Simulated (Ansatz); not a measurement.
Predict the output of the script below (Ansatz 0.2.0 through its Python package).

`methods_ch3iosi.py`
```python
# -*- coding: utf-8 -*-
import argparse

import ansatz as az

parser = argparse.ArgumentParser(description="One geometry of CH3IOSi, method by method.")
parser.add_argument("--basis-set", default="def2-SVP", help="basis")
args = parser.parse_args()


def main():
    geometry_ang = [
        ("I", (1.1466, -2.0873, -1.5218)),
        ("Si", (-0.2226, -0.8129, 0.0603)),
        ("C", (-0.1106, 1.0226, -0.0165)),
        ("O", (0.8299, 0.2665, 0.8576)),
        ("H", (-1.0862, -1.5107, 1.0247)),
        ("H", (0.3642, 1.4662, -0.8916)),
        ("H", (-0.8602, 1.5876, 0.4417)),
    ]
    molecule = az.Crystal.molecule()
    for symbol, xyz in geometry_ang:
        molecule = molecule.atom(symbol, xyz)

    job = molecule.calculation().basis(gaussian=args.basis_set)

    methods = ["mp2", "ccsd", "ccsd_t"]
    batch = az.Session.batch([job.correlation(m).input() for m in methods])
    reports = sorted(batch.plan().execute().molecular_reports, key=lambda each: each["member"])
    print(f"Hartree-Fock reference {reports[0]['reference_energy_ev'] / 27.211386246:.6f} Ha")
    best = reports[-1]["free_energy_ev"] - reports[-1]["reference_energy_ev"]
    for method, each in zip(methods, reports):
        gained = each["free_energy_ev"] - each["reference_energy_ev"]
        print(f"{method:8s} total {each['free_energy_ev'] / 27.211386246:.6f} Ha  correlation {gained:9.4f} eV  ({100 * gained / best:.1f} % of the last)")


if __name__ == "__main__":
    main()
```

Running `python methods_ch3iosi.py` prints:
```text
Hartree-Fock reference -699.871757 Ha
mp2      total -700.407258 Ha  correlation  -14.5717 eV  (91.8 % of the last)
ccsd     total -700.437486 Ha  correlation  -15.3943 eV  (97.0 % of the last)
ccsd_t   total -700.455221 Ha  correlation  -15.8769 eV  (100.0 % of the last)
```

The settings weren't tested for convergence. The geometry is a force-field or estimated start, not a minimum of this method, and the basis set is short of its limit. A lower total doesn't mark the better method: functionals have no common bound, and MP2 and coupled cluster aren't variational. def2 sets replace the cores of elements past krypton by effective core potentials. Inner cores stay frozen; a filled d shell under the valence of the heavier atoms is correlated with it.

(A comment or docstring line of the script was reworded after the run, the code is as it ran; lines on the test bed's own set-up are left out of the output.)
